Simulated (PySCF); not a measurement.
**Ho(OH)3: other functionals and bases at one geometry**

The task here is to estimate one member of a computed series from the others.

Method: several levels, as the steps say, no spin–orbit coupling; program: PySCF 2.14.0.

5 further runs of the same task are left out: 2 for a known fault of the program, 2 that didn't finish, 1 set aside as unsound or not needed.

## Where the work starts

7 atoms, charge 0, spin multiplicity 1.

Bond lengths: Ho1–O2 2.045 Å, Ho1–O4 2.045 Å, Ho1–O6 2.045 Å, O2–H3 0.965 Å, O4–H5 0.965 Å, O6–H7 0.965 Å. Angles: O2–Ho1–O4 120.0°, O2–Ho1–O6 120.0°, O4–Ho1–O6 120.0°, Ho1–O2–H3 179.4°, Ho1–O4–H5 179.4°, Ho1–O6–H7 179.4°.

Geometry (Å):

```mol
H3HoO3
  3D, bonds by distance, orders not assigned

  7  6  0  0  0  0  0  0  0  0999 V2000
   -0.0000   -0.0000    0.1126 Ho  0  0
    2.0444    0.0000    0.1389 O   0  0
    3.0089    0.0000    0.1621 H   0  0
   -1.0222    1.7705    0.1389 O   0  0
   -1.5045    2.6058    0.1621 H   0  0
   -1.0222   -1.7705    0.1389 O   0  0
   -1.5045   -2.6058    0.1621 H   0  0
  1  2  8  0
  1  4  8  0
  1  6  8  0
  2  3  8  0
  4  5  8  0
  6  7  8  0
M  END
```

Formal oxidation states: Ho +3. Each metal's 10 4f electrons lie in its core potential, so multiplicities, spins and levels count the valence alone. An earlier session relaxed this geometry at TPSS, Ho lcecp-1-SVP with ECP56, O def2-SVP, H def2-SVP (singlet, point group C3v).

At TPSS on the finer grid: E = -265.170492 Eh, HOMO -6.00 eV, LUMO -1.77 eV, Mulliken charge on Ho1 +0.96 e, largest force component 0.017 eV/Å. 

Levels to run: PBE; B3LYP; revPBE; PBE0; TPSS, TZVP. Hardware: 2 threads of Arm Neoverse V1, shared host.

The first run:

The input, run.py (the lines that set the calculation):

```python
mol = gto.M(atom='''
Ho     0.00000     0.00000     0.11257
O      2.04437     0.00001     0.13890
H      3.00893     0.00001     0.16214
O     -1.02219     1.77047     0.13890
H     -1.50448     2.60580     0.16214
O     -1.02218    -1.77048     0.13890
H     -1.50445    -2.60581     0.16214''',
    basis={'Ho': 'lcecp-1-SVP', 'O': 'def2-SVP', 'H': 'def2-SVP'},
    ecp={'Ho': 'lcecp-1-SVP'},
    charge=0, spin=0)
mf = dft.RKS(mol, xc='PBE')
mf.grids.atom_grid = (75, 302)  # f atoms: unpruned, at least (60, 302)
mf = mf.density_fit()  # fitting sets: Ho AutoAux, O def2-universal-JKFIT, H def2-universal-JKFIT
mf.conv_tol = 1e-08; mf.max_cycle = 55
mf.kernel(dm0)  # dm0: the density of the relaxed state
```

Started as:

```
$ OMP_NUM_THREADS=2 python run.py
```

Among the steps run: PBE; B3LYP; revPBE; PBE0; TPSS, TZVP.

One table of the session follows, with a row left open; its other results are not shown here.

| level | HOMO (eV) | gap (eV) | charge on Ho1 (e) | dipole (D) | largest force component (eV/Å) |
| --- | --- | --- | --- | --- | --- |
| TPSS (relaxed here) | -6.00 | 4.23 | 0.96 | 0.08 | 0.02 |
| PBE | ? | ? | ? | ? | ? |
| B3LYP | -7.30 | 5.64 | 1.00 | 0.09 | 0.37 |
| revPBE | -5.86 | 3.94 | 0.88 | 0.08 | 0.08 |
| PBE0 | -7.61 | 6.29 | 1.07 | 0.09 | 0.54 |
| TPSS, TZVP | -6.28 | 4.42 | 1.61 | 0.10 | 0.34 |

Q: Estimate the row for PBE from the others.

As computed: HOMO (eV): -5.92; gap (eV): 3.87; charge on Ho1 (e): 0.85; dipole (D): 0.08; largest force component (eV/Å): 0.08. In the column «HOMO (eV)» it lies between TPSS (relaxed here) (-6.00) and revPBE (-5.86).

In one basis the HOMO–LUMO gap runs from 3.87 eV (PBE) to 6.29 eV (PBE0). The largest leftover force, 0.54 eV/Å with PBE0, stands at a geometry relaxed at another level. With 4f in the core, its levels are missing from HOMO and gap, and its count is fixed, so no charge can pass from the ligands into it. Total energies of different levels can't be compared.
